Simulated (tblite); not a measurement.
# C6H16N2: the cost of one run

Computed with tblite 0.8.0 and PySCF 2.14.0, with density-fitted response routines of our own, on a single molecule in the gas phase. Atoms are numbered from 0 throughout.

## (1) The starting structure

24 atoms, charge 0, multiplicity 1; geometry from: force field or distance geometry start.

Bonds of the start (Å): C0–C1 1.50, C1–C2 1.51, C2–N3 1.42, N3–N4 1.35, N4–C5 1.42, N4–C6 1.46, C6–C7 1.50, C0–H8 1.12, C0–H9 1.10, C0–H10 1.13, C1–H11 1.13, C1–H12 1.10, C2–H13 1.13, C2–H14 1.07, N3–H15 1.08, C5–H16 1.11, C5–H17 1.10, C5–H18 1.11, C6–H19 1.10, C6–H20 1.13, C7–H21 1.12, C7–H22 1.11, C7–H23 1.11.

## (2) Relaxing the molecule with GFN2-xTB

The job: settings as JSON, then the geometry in Å.

```
{"job": {"kind": "relax", "xc": "GFN2-xTB", "basis": "xTB"}, "charge": 0, "multiplicity": 1}
C      2.481400     1.178300    -0.471300
C      2.476400    -0.072400     0.356400
C      1.230000    -0.910100     0.170800
N      0.112200    -0.107100     0.534700
N     -1.136700    -0.611000     0.472400
C     -1.367400    -1.926700    -0.008900
C     -2.145100     0.244500    -0.142200
C     -2.025500     1.684100     0.275700
H      3.023500     1.987200     0.086800
H      2.964700     1.041200    -1.448700
H      1.436100     1.539600    -0.688500
H      2.586600     0.257500     1.433500
H      3.334700    -0.695700     0.053800
H      1.171000    -1.046800    -0.952600
H      1.373000    -1.849700     0.658900
H      0.268200     0.272800     1.534000
H     -2.430500    -2.172600     0.198900
H     -0.795200    -2.729800     0.489700
H     -1.279700    -1.954200    -1.118600
H     -2.132700     0.099900    -1.237500
H     -3.128500    -0.188000     0.219600
H     -2.489600     2.284800    -0.548300
H     -0.943200     1.903400     0.413100
H     -2.595600     1.790500     1.226300
```

The run is started by

```bash
> OMP_NUM_THREADS=1 python probes_run.py task.json out
```

The driver reads the jobs from task.json and runs them one after another.

**Question.** How long does this first job take on 1 thread of Intel Xeon at 2.50GHz, shared host?

About 4.6 s.
